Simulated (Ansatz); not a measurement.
**CH₈BNSi: a ladder of functionals and wavefunction methods**

Aim: compute CH₈BNSi with functionals from several rungs and with coupled cluster, and see how far each lands from CCSD(T) at the basis-set limit for the atomisation energy.

The runs use Ansatz 0.2.0, Gaussian basis; functionals in def2-TZVPP, the program's frozen cores in correlated methods.

Levels to be run: LDA (SPW92), PBE-D4, revPBE-D4, BLYP-D4, r2SCAN-D4, B97M-V, PBE0-D4, B3LYP-D4, r2SCANh-D4, r2SCAN0-D4, HSE06-D4, BHLYP-D4, CAM-B3LYP-D4, LC-ωPBE, ωB97X-V, ωB97M-V, B2PLYP, PBE-QIDH; CCSD(T)/def2-SVP; CCSD(T)/def2-TZVPP; MP2/def2-QZVPP; extrapolation to the limit; RPA on PBE.

## Step 1: The geometry

All runs share one geometry, relaxed beforehand with PBE0-D4 in a triple-zeta def2 set.

12 atoms, charge 0, spin multiplicity 1.

Atoms are counted from 1 here; the program's logs count them from 0.

Bond lengths: B1–C2 1.510 Å, B1–Si4 2.056 Å, B1–H5 1.207 Å, B1–H6 1.209 Å, C2–N3 1.321 Å, C2–H7 1.091 Å, N3–H8 1.006 Å, N3–H9 1.008 Å, Si4–H10 1.489 Å, Si4–H11 1.495 Å, Si4–H12 1.494 Å. Angles: C2–B1–Si4 93.5°, C2–B1–H5 114.9°, C2–B1–H6 116.8°, Si4–B1–H5 99.8°, Si4–B1–H6 105.6°, H5–B1–H6 119.9°, B1–C2–N3 126.6°, B1–C2–H7 120.8°, N3–C2–H7 112.5°, C2–N3–H8 122.8°, C2–N3–H9 119.4°, H8–N3–H9 117.5°, B1–Si4–H10 107.9°, B1–Si4–H11 112.8°, B1–Si4–H12 114.5°, H10–Si4–H11 107.8°, H10–Si4–H12 107.2°, H11–Si4–H12 106.3°.

## Step 2: LDA

This LDA is Slater exchange with PW92 correlation.

in.yaml reads:

```yaml
crystal:
  periodic: [false, false, false]
  atoms:
    - {symbol: B, position_ang: [-0.446812, 0.945450, -0.343131]}
    - {symbol: C, position_ang: [0.163744, 0.476827, 0.955436]}
    - {symbol: N, position_ang: [-0.419986, -0.270518, 1.874994]}
    - {symbol: Si, position_ang: [0.440717, -0.547598, -1.443944]}
    - {symbol: H, position_ang: [0.087518, 1.908948, -0.836763]}
    - {symbol: H, position_ang: [-1.637632, 0.782902, -0.476679]}
    - {symbol: H, position_ang: [1.211987, 0.676810, 1.183863]}
    - {symbol: H, position_ang: [0.084375, -0.690536, 2.636953]}
    - {symbol: H, position_ang: [-1.392710, -0.512912, 1.771588]}
    - {symbol: H, position_ang: [0.091364, -0.330087, -2.875349]}
    - {symbol: H, position_ang: [-0.036670, -1.911115, -1.060061]}
    - {symbol: H, position_ang: [1.931207, -0.583372, -1.352803]}
basis:
  gaussian: {orbitals: def2-TZVPP}
hamiltonian: {xc: lda}
output: {orbitals: {seedname: orbitals}}
```

Started as:

```sh
> ansatz run in.yaml --threads 2 --pin off --events-out ev --progress --plain --max-ram 4352MiB
```

Further steps of the session: PBE-D4 (GGA); revPBE-D4 (GGA); BLYP-D4 (GGA); r2SCAN-D4 (meta-GGA); B97M-V (meta-GGA); B3LYP-D4 (hybrid); r2SCANh-D4 (hybrid); r2SCAN0-D4 (hybrid); HSE06-D4 (hybrid); BHLYP-D4 (hybrid); CAM-B3LYP-D4 (range-separated); LC-ωPBE (range-separated); ωB97X-V (range-separated); ωB97M-V (range-separated); B2PLYP (double hybrid); PBE-QIDH (double hybrid); CCSD(T) in def2-SVP; CCSD(T) in def2-TZVPP; MP2 in def2-QZVPP; RPA on PBE orbitals.

Before running them: what should the planned runs give, taken together? Wanted: atomisation energy, CCSD(T)/CBS; farthest beyond LDA; mean size of error, GGA; mean size of error, meta-GGA; mean size of error, hybrid; mean size of error, range-separated; mean size of error, double hybrid; gap, smallest and largest; T1 diagnostic.

As calculated:

```
                               quantity                                                 value
        atomisation energy, CCSD(T)/CBS                                        963.6 kcal/mol
functionals within 4.8 kcal/mol (0.5 %)  revPBE-D4, r2SCANh-D4, r2SCAN0-D4, LC-ωPBE, PBE-QIDH
                    farthest beyond LDA                               PBE-D4 (+20.9 kcal/mol)
                mean size of error, GGA                                         10.0 kcal/mol
           mean size of error, meta-GGA                                          9.8 kcal/mol
             mean size of error, hybrid                                          7.6 kcal/mol
    mean size of error, range-separated                                          7.4 kcal/mol
      mean size of error, double hybrid                                          4.9 kcal/mol
              gap, smallest and largest             3.76 eV (LDA (SPW92)), 10.29 eV (LC-ωPBE)
                          T1 diagnostic                                                0.0157
triples share of the correlation energy                                                 4.0 %
```

What this shows: The LDA atomisation energy is off by 135.5 kcal/mol (14 %): it overbinds. PBE-D4 misses by +20.9 kcal/mol. Double hybrids carry the basis error of their MP2 part in triple zeta, and no dispersion term here, so their miss is partly the set-up's. By mean error the best rung here is double hybrid (4.9 kcal/mol) and the worst beyond LDA is GGA (10.0 kcal/mol). Misses under about 4.8 kcal/mol are within the doubt on the reference itself, which lacks core-valence correlation, relativity and higher excitations. Hartree-Fock recovers 74 % of the binding; the rest is correlation. CCSD(T) in def2-SVP is off by -51.2 kcal/mol, which most functionals beat. The gap grows from 3.8 to 10.3 eV across the functionals, mostly with the share of exact exchange.
